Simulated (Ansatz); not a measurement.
From input file to script: Ba₂YRuO₆, space group Fm-3m in Ansatz 0.2.0.

```yaml
crystal:
  lattice:
    - [0.0, 4.1695, 4.1695]
    - [4.1695, 0.0, 4.1695]
    - [4.1695, 4.1695, 0.0]
  atoms:
    - { symbol: Ba, position: [0.25, 0.25, 0.25] }
    - { symbol: Ba, position: [0.75, 0.75, 0.75] }
    - { symbol: "Y", position: [0.0, 0.0, 0.0] }
    - { symbol: Ru, position: [0.5, 0.5, 0.5] }
    - { symbol: O, position: [0.7343, 0.2657, 0.2657] }
    - { symbol: O, position: [0.2657, 0.7343, 0.2657] }
    - { symbol: O, position: [0.2657, 0.7343, 0.7343] }
    - { symbol: O, position: [0.7343, 0.2657, 0.7343] }
    - { symbol: O, position: [0.2657, 0.2657, 0.7343] }
    - { symbol: O, position: [0.7343, 0.7343, 0.2657] }
kpoints:
  mp_grid: { grid: [5, 5, 5] }
hamiltonian:
  xc: pbesol
scf:
  occupations: { method: fermi_dirac, width: 0.15 }
output:
  forces: true
```

Launched from the shell:
```console
$ ansatz run input.yaml --threads 1 --pin off --max-ram 3072MiB --backend cpu --events-out ev --progress --plain --runs-dir out
band count auto-derived: 53 (N_el = 83.0; filled up to band 42; 52 by the electrons, moments and atoms)
Engine: ansatz 0.2.0, aarch64-unknown-linux-gnu
Pseudopotentials: kind: paw
Pseudopotential: Ba, paw, valence charge 10, recommended cutoff 420 eV (normal), Ba.paw.azcp
Pseudopotential: Y, paw, valence charge 11, recommended cutoff 420 eV (normal), Y.paw.azcp
Pseudopotential: Ru, paw, valence charge 16, recommended cutoff 420 eV (normal), Ru.paw.azcp
Pseudopotential: O, paw, valence charge 6, recommended cutoff 420 eV (normal), O.paw.azcp
Functional definition: PBEsol
  exchange = pbesol_x
  correlation = pbesol_c
Crystal: 10 atoms, lattice volume = 144.971 Å³
Basis set: ecut = 420 eV, 2741 PW (Γ), exchange–correlation on 80×80×80 points (8 copies of the dense FFT grid, shifted against one another)
Bands: 53, of which v1, the nominal top of the filled ones, is band 42 counted from 1 (41 counted from 0)
Symmetry: 48 space group operations
Space group: Fm-3m (ITA 225), of the structure as read, at distance tolerance 5.3e-5 Å
k-points: 10 of 125
Non-local potential: Ba, projectors of the file, l = 0: 3, l = 1: 2, l = 2: 2, l = 3: 2
Non-local potential: Y, projectors of the file, l = 0: 3, l = 1: 2, l = 2: 2, l = 3: 1
Non-local potential: Ru, projectors of the file, l = 0: 3, l = 1: 2, l = 2: 2, l = 3: 1
Non-local potential: O, projectors of the file, l = 0: 2, l = 1: 2, l = 2: 1
PAW form: soft (Blöchl's): semilocal exchange-correlation on the pseudo side does not see the compensation charge
PAW frozen core: Ba, regenerated for the run's functional, and the local potential with it (the file was generated under x = pbe(κ = 0.804, μ = 0.2195149727645171), c = pbe(β = 0.06672455060314922))
PAW frozen core: Y, regenerated for the run's functional, and the local potential with it (the file was generated under x = pbe(κ = 0.804, μ = 0.2195149727645171), c = pbe(β = 0.06672455060314922))
PAW frozen core: Ru, regenerated for the run's functional, and the local potential with it (the file was generated under x = pbe(κ = 0.804, μ = 0.2195149727645171), c = pbe(β = 0.06672455060314922))
PAW frozen core: O, regenerated for the run's functional, and the local potential with it (the file was generated under x = pbe(κ = 0.804, μ = 0.2195149727645171), c = pbe(β = 0.06672455060314922))
PAW one-centre angular grid: Ba, 194 points (default); XC on 64 Gauss nodes
PAW one-centre angular grid: Y, 590 points (default); XC on 64 Gauss nodes
PAW one-centre angular grid: Ru, 590 points (default); XC on 64 Gauss nodes
PAW one-centre angular grid: O, 110 points (default); XC on 64 Gauss nodes
Initial density: superposition of atomic densities (neutral atoms: chi_scale 0, normalization atom), corrected by the library's trained network
Initial wavefunctions: pseudopotential atomic-orbital guess
Functional: x = pbesol(κ = 0.804, μ = 0.12345679012345678), c = pbesol(β = 0.046)
SCF iter   1: F=—  HF=-24712.023467 eV  |F-HF|=—  |Δ(HF+E_count)|=         —  Δρ=1.53e-2  dr2=2.87e-1  ethr=1.77e-3  ⟨swp⟩=8.3  Hψ=2257  notcnv=0  defer=11
preconditioner: auto → Kerker (q_TF=auto, 2.486 Å⁻¹)  [metal: Δε(μ)=0.034 eV  Ē_g=12.982 eV  σ=0.150 eV  W_gap=0.06  n_scr=26 (ndim 8)  ℏωp=25.6 eV  f_vac=0.000  D(μ)=6.34/eV (n_scr^D=58)]
SCF iter   2: F=—  HF=-24711.961125 eV  |F-HF|=—  |Δ(HF+E_count)|=   6.23e-2  Δρ=5.26e-3  dr2=4.36e-2  ethr=3.45e-4  ⟨swp⟩=2.3  Hψ=864  notcnv=0  defer=11
SCF iter   3: F=—  HF=-24711.952224 eV  |F-HF|=—  |Δ(HF+E_count)|=   8.90e-3  Δρ=1.20e-3  dr2=1.48e-3  ethr=5.25e-5  ⟨swp⟩=2.0  Hψ=840  notcnv=0  defer=11
SCF iter   4: F=—  HF=-24711.952169 eV  |F-HF|=—  |Δ(HF+E_count)|=   5.48e-5  Δρ=3.16e-4  dr2=2.57e-4  ethr=1.78e-6  ⟨swp⟩=2.7  Hψ=901  notcnv=0  defer=11
SCF iter   5: F=—  HF=-24711.952134 eV  |F-HF|=—  |Δ(HF+E_count)|=   3.47e-5  Δρ=1.88e-4  dr2=4.86e-5  ethr=3.10e-7  ⟨swp⟩=2.0  Hψ=836  notcnv=0  defer=11
SCF iter   6: F=—  HF=-24711.952109 eV  |F-HF|=—  |Δ(HF+E_count)|=   2.52e-5  Δρ=4.45e-5  dr2=3.56e-6  ethr=5.85e-8  ⟨swp⟩=2.1  Hψ=764  notcnv=0  defer=13
SCF iter   7: F=-24711.952108 eV  HF=-24711.952108 eV  |F-HF|=5.35e-8  |Δ(HF+E_count)|=   8.27e-7  Δρ=5.14e-6  dr2=8.46e-8  ethr=1.75e-10  ⟨swp⟩=4.3  Hψ=2316  notcnv=0
SCF 1 converged in 7 iterations: F = -24711.952108 eV  dr2 = 8.46e-8
  greatest PAW one-centre occupation: 0.997 electrons in one spin orbital (limit 2), on the Ru atom at site 3 (counted from 0), in its partial waves of l = 0
SCF converged after 7 iterations
Free energy (F): -24711.952108 eV
Harris-Foulkes:  -24711.952108 eV  (|F-HF|=5.35e-8)
Internal energy: -24711.509577 eV  (E = F + TS)
E sigma→0 (E₀):  -24711.730843 eV
Entropy (-TS):   -0.442531 eV (-44.253 meV/atom)
Fermi energy:    11.076568 eV
--- Per-component energies (eV) ---
  E_band       = -285.642914
  E_kinetic    = 2200.464185
  E_local      = -5326.074226  (includes V_loc(G=0)·N_el)
  E_nonlocal   = 800.039087
  E_hartree    = 1936.087643
  E_xc         = -1134.593658
  E_vxc        = -1272.451974  (∫ρ·V_xc dr)
  E_paw        = -17364.170665  (= ΣΔE_a)
  E_vpaw       = -559.814191  (= ΣTr[D̂ρ^β])
  E_aug_tail   = 0.014226  (compensation charges beyond the density's cutoff)
  E_ewald      = -5824.192831
  E_core_change = 0.916662  (= ΣΔE_core)
  E_smearing   = -0.442531  (= −TS)
  E_closure    = -0.000000  (closes the sum)
  Σ components = -24711.952108   (vs F -24711.952108, Δ=0.00e0)
--- Forces (eV/Å), atoms counted from 1 ---
  atom   1  Ba     0.00000000     0.00000000     0.00000000
  atom   2  Ba    -0.00000000     0.00000000     0.00000000
  atom   3  Y     -0.00000000    -0.00000000    -0.00000000
  atom   4  Ru     0.00000000    -0.00000000     0.00000000
  atom   5  O      0.04250438    -0.00000000    -0.00000000
  atom   6  O      0.00000000     0.04250438     0.00000000
  atom   7  O     -0.04250438    -0.00000000     0.00000000
  atom   8  O     -0.00000000    -0.04250438    -0.00000000
  atom   9  O      0.00000000     0.00000000     0.04250438
  atom  10  O      0.00000000    -0.00000000    -0.04250438
  max |Σ_I F_I| component: 2.78e-17 eV/Å
```

`run_deck.py`:
```python
# -*- coding: utf-8 -*-
from collections import Counter
import warnings

import ansatz as az

warnings.simplefilter('ignore', az.DeckWarning)

inputs = {
    'crystal': {
        'lattice': [[0.0, 4.1695, 4.1695], [4.1695, 0.0, 4.1695], [4.1695, 4.1695, 0.0]],
        'atoms': [
            {'symbol': 'Ba', 'position': [0.25, 0.25, 0.25]},
            {'symbol': 'Ba', 'position': [0.75, 0.75, 0.75]},
            {'symbol': 'Y', 'position': [0.0, 0.0, 0.0]},
            {'symbol': 'Ru', 'position': [0.5, 0.5, 0.5]},
            {'symbol': 'O', 'position': [0.7343, 0.2657, 0.2657]},
            {'symbol': 'O', 'position': [0.2657, 0.7343, 0.2657]},
            {'symbol': 'O', 'position': [0.2657, 0.7343, 0.7343]},
            {'symbol': 'O', 'position': [0.7343, 0.2657, 0.7343]},
            {'symbol': 'O', 'position': [0.2657, 0.2657, 0.7343]},
            {'symbol': 'O', 'position': [0.7343, 0.7343, 0.2657]},
        ],
    },
    'kpoints': {'mp_grid': {'grid': [5, 5, 5]}},
    'hamiltonian': {'xc': 'pbesol'},
    'scf': {'occupations': {'method': 'fermi_dirac', 'width': 0.15}},
    'output': {'forces': True},
}

done = az.Session.from_dict(inputs).plan().execute()
rep = done.report

print(f'free energy      {rep["free_energy_ev"]:.5f} eV')
print(f'per atom         {rep["free_energy_ev"] / len(done.lattice.sites):.5f} eV')
print(f'SCF iterations   {rep["n_iterations"]}  (converged: {rep["converged"]})')

print('forces (eV/A)')
for site, force in zip(done.lattice.sites, rep['forces_ev_ang']):
    print(f'  {site.symbol:2s} {force[0]:9.4f} {force[1]:9.4f} {force[2]:9.4f}')

told = Counter((n['data']['severity'], n['data']['kind']) for n in done.notices if n['event'] == 'notice')
for (severity, kind), count in sorted(told.items()):
    print(f'{severity:8s} {kind} x{count}')
```

```console
$ python run_deck.py
free energy      -24711.95211 eV
per atom         -2471.19521 eV
SCF iterations   7  (converged: True)
forces (eV/A)
  Ba    0.0000    0.0000   -0.0000
  Ba   -0.0000    0.0000    0.0000
  Y    -0.0000    0.0000   -0.0000
  Ru    0.0000    0.0000    0.0000
  O     0.0425   -0.0000    0.0000
  O     0.0000    0.0425   -0.0000
  O    -0.0425    0.0000   -0.0000
  O    -0.0000   -0.0425   -0.0000
  O    -0.0000    0.0000    0.0425
  O    -0.0000   -0.0000   -0.0425
audit    band_cg_iterations x1
audit    preconditioner_resolved x1
```

Reading the output:
- Absolute energies stand on the zero of these potentials, so only differences at equal settings mean something.
- The cell holds an odd number of electrons and is run without spin, so a magnetic state may lie lower.
- For a metal this k-point mesh is coarse: on a finer one energies can move by several to tens of meV an atom and pressures by half a GPa or more, differences at one mesh by less.
- A Fermi-Dirac width this large means warm electrons, whose thermal share enters the free energy.
- The starting cell is as deposited in a crystallographic database; the results hold for this polymorph, which needn't be the stable one.
- Hardware and time: 6.3 s on 1 thread of Arm Neoverse V1 (shared host), peak memory 0.5 GiB.

(Lines on the test bed's own set-up are left out of the output.)
